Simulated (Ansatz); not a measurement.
WS:

```
W S
1.0
     3.00789    0.00000    0.00000
     0.00000    3.00789    0.00000
     0.00000    0.00000    3.00789
W S
1 1
Direct
  0.50000 0.50000 0.50000
  0.00000 0.00000 0.00000
```

The cell was built by a generator and needn't be a form met in nature.

```yaml
Program: Ansatz 0.2.0
Task: relaxation of cell and atoms
Functional: PBEsol
Potentials_or_basis: Ansatz PAW
Cutoff: "420 eV (not typed: the program's choice for these potentials)"
k_mesh: 9 × 9 × 9
Occupations: fermi-dirac, width 0.05 eV
Spin: no spin polarisation
```

At the start: volume 13.61 Å³/atom.

Task: Where does the relaxation end?

Result: It ends after 5 steps and the volume is 13.20 Å³/atom (-3.0 %); space group Pm-3m (No. 221, to 0.05 Å).

Step by step:
| step | energy change (eV) | largest force (eV/Å) | volume (Å³) |
| --- | --- | --- | --- |
| 1 | 0.0000 | 0.0000 | 27.21 |
| 2 | -0.0129 | 0.0000 | 25.92 |
| 3 | -0.0202 | 0.0000 | 26.42 |
| 4 | -0.0203 | 0.0000 | 26.40 |
| 5 | -0.0201 | 0.0000 | 26.40 |

Final structure:
```
W S
1.0
     2.97743    0.00000    0.00000
     0.00000    2.97743    0.00000
     0.00000    0.00000    2.97743
W S
1 1
Direct
  0.50000 0.50000 0.50000
  0.00000 0.00000 0.00000
```

Caveat: the plane-wave basis is chosen anew once the cell has moved, so the energies of steps on either side of that aren't comparable; the PAW data sets come from PBE, with cores solved anew for the run's functional, which leaves a small shift of forces and pressure.
